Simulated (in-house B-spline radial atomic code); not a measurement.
# Sr⁺: a test of the damping (share of the old matrix)

How far can the damping (share of the old matrix) be changed before the Sr⁺ run goes wrong?

The numbers are computed with in-house B-spline radial atomic code version 1 (scalar-relativistic (spin-free one-electron X2C) BLYP, spherical fractional occupations, Fermi nucleus, basis-set limit), except any that are marked as measured or tabulated.

### Step 1. The atom as given

* element: strontium (Z = 38)
* charge: +1
* electrons: 37
* configuration: [Kr] 5s1
* Hamiltonian: scalar-relativistic (X2C)
* nucleus: Fermi, rms radius 4.224 fm

Outer shells as boxes (Hund's rule):

[Kr] 5s1
```
[Kr] core
5s [↑ ]
```

The boxes only draw the filling; these runs are spin-restricted and spherical.

A run counts as converged when the orbital gradient is under the tolerance times 38 hartree (or under the basis's noise floor) and the energy moved by less than 1e-8 hartree times the root of its size. Energy differences under 1e-05 hartree are noise.

The run's settings:

```ini
Z = 38
electrons = 37.0
configuration = [Kr] 5s1
hamiltonian = x2c
method = b88,lyp
spin_polarised = False
nucleus = fermi
rms_radius = 4.224
mass_number = 88
atomic_mass = 87.905612253
speed_of_light = 137.035999084
knot_spacing = 0.22
spline_order = 8
gauss_points = 12
box_radius = 35.29
max_iterations = 70
damping = 0.5
damped_steps = 3
diis_vectors = 10
tolerance = 1e-08
start = Thomas-Fermi
```

From the earlier run of the reference: total energy -3179.184291 hartree. Levels, eight at most:

```
orbital  occupation  energy (eV)  <r> (bohr)
     2s           2     -2162.17      0.1721
     2p           6     -1922.49      0.1502
     3s           2      -339.43      0.4922
     3p           6      -262.07      0.4986
     3d          10      -134.17      0.4985
     4s           2      -46.982       1.355
     4p           6      -28.869       1.564
     5s           1       -8.366       3.872
```

### Step 2. Damping (share of the old matrix) 0

The run's settings:

```ini
Z = 38
electrons = 37.0
configuration = [Kr] 5s1
hamiltonian = x2c
method = b88,lyp
spin_polarised = False
nucleus = fermi
rms_radius = 4.224
mass_number = 88
atomic_mass = 87.905612253
speed_of_light = 137.035999084
knot_spacing = 0.22
spline_order = 8
gauss_points = 12
box_radius = 35.29
max_iterations = 70
damping = 0
damped_steps = 3
diis_vectors = 10
tolerance = 1e-08
start = Thomas-Fermi
```

Run with:

```bash
python run_scf.py task.json out
```

task.json lists these runs, among others, and the program works through them in turn.

### Step 3. Damping (share of the old matrix) 0.2

Settings: those of step 2 with these lines changed.

```diff
@@ -16,3 +16,3 @@
 max_iterations = 70
-damping = 0
+damping = 0.2
 damped_steps = 3
```

### Step 4. Damping (share of the old matrix) 0.8

Settings: those of step 3 with these lines changed.

```diff
@@ -16,3 +16,3 @@
 max_iterations = 70
-damping = 0.2
+damping = 0.8
 damped_steps = 3
```

### Step 5. Damping (share of the old matrix) 0.95

Settings: those of step 4 with these lines changed.

```diff
@@ -16,3 +16,3 @@
 max_iterations = 70
-damping = 0.8
+damping = 0.95
 damped_steps = 3
```

Before running: Which of these runs converge to the reference energy, which miss it and by about how much, and which fail?

The runs gave:

| run | outcome | iterations | energy less the reference (hartree) |
| --- | --- | --- | --- |
| reference | converged | 9 | 0 |
| damping (share of the old matrix) 0 | converged | 10 | below noise |
| damping (share of the old matrix) 0.2 | converged | 10 | below noise |
| damping (share of the old matrix) 0.8 | converged | 9 | below noise |
| damping (share of the old matrix) 0.95 | converged | 10 | below noise |

Of 4 changed inputs, 4 gave the reference energy within 1e-05 hartree. Among the runs that reach the reference energy the iterations number 9 to 10, against 9: this setting changes the number of steps, not the answer. No value tried here spoils the result.
